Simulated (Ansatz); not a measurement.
# ScSi4O: the cost of one run

Method: DFT PBE, scalar-relativistic, plane waves, PAW, in Ansatz 0.2.0.

## (1) The system as given

The structure is tetragonal, space group P4/mmm (No. 123). The conventional cell has a = 4.476 Å, b = 4.476 Å, c = 4.927 Å, α = 90.00°, β = 90.00°, γ = 90.00°. Sc (site symmetry 4/mmm) is surrounded by 4 Si at 2.24 Å. Around Si (site symmetry mmm) lie 2 Sc at 2.24 Å and 2 O at 2.24 Å and 2 Si at 2.46 Å. Si (site symmetry mmm) has 2 Si at 2.46 Å in its first shell of neighbours. O (site symmetry 4/mmm) is surrounded by 4 Si at 2.24 Å.

Coordinates:

```cif
data_structure
_symmetry_space_group_name_H-M 'P 1'
_symmetry_Int_Tables_number 1
_cell_length_a 4.4758
_cell_length_b 4.4758
_cell_length_c 4.9267
_cell_angle_alpha 90.000
_cell_angle_beta 90.000
_cell_angle_gamma 90.000
_cell_volume 98.70
loop_
_atom_site_label
_atom_site_type_symbol
_atom_site_fract_x
_atom_site_fract_y
_atom_site_fract_z
_atom_site_occupancy
Sc1 Sc 0.00000 0.00000 0.50000 1
Si1 Si 0.00000 0.50000 0.50000 1
Si2 Si 0.50000 0.00000 0.50000 1
Si3 Si 0.00000 0.50000 0.00000 1
Si4 Si 0.50000 0.00000 0.00000 1
O1 O 0.50000 0.50000 0.50000 1
```

Recipe of the guess: random cell by space group and Wyckoff sites (P4/mmm, No. 123). Its size is a rough estimate.

## (2) Probe: one point on a coarse mesh

input.yaml

```yaml
crystal:
  lattice:
    - [4.47582956, 0.0, 0.0]
    - [0.0, 4.47582956, 0.0]
    - [0.0, 0.0, 4.9267207]
  atoms:
    - { symbol: Sc, position: [0.0, 0.0, 0.5] }
    - { symbol: Si, position: [0.0, 0.5, 0.5] }
    - { symbol: Si, position: [0.5, 0.0, 0.5] }
    - { symbol: Si, position: [0.0, 0.5, 0.0] }
    - { symbol: Si, position: [0.5, 0.0, 0.0] }
    - { symbol: O, position: [0.5, 0.5, 0.5] }
basis:
  ecutwfc: 420
kpoints:
  mp_grid: { grid: [4, 4, 4] }
hamiltonian:
  xc: pbe
scf:
  occupations: { method: gaussian, width: 0.1 }
  lower_state_search: "off"
output:
  forces: true
  stress: true
  eigenvalues: true
```

Run with:

```console
$ ansatz run input.yaml --threads 1 --pin off --max-ram 2560MiB --backend cpu --events-out ev --progress --plain --runs-dir out
```

What time and memory should one allow on 1 thread of Intel Xeon at 2.50GHz (Skylake/Cascade Lake), shared host?

About 4.9 s, with a peak of 0.38 GiB.
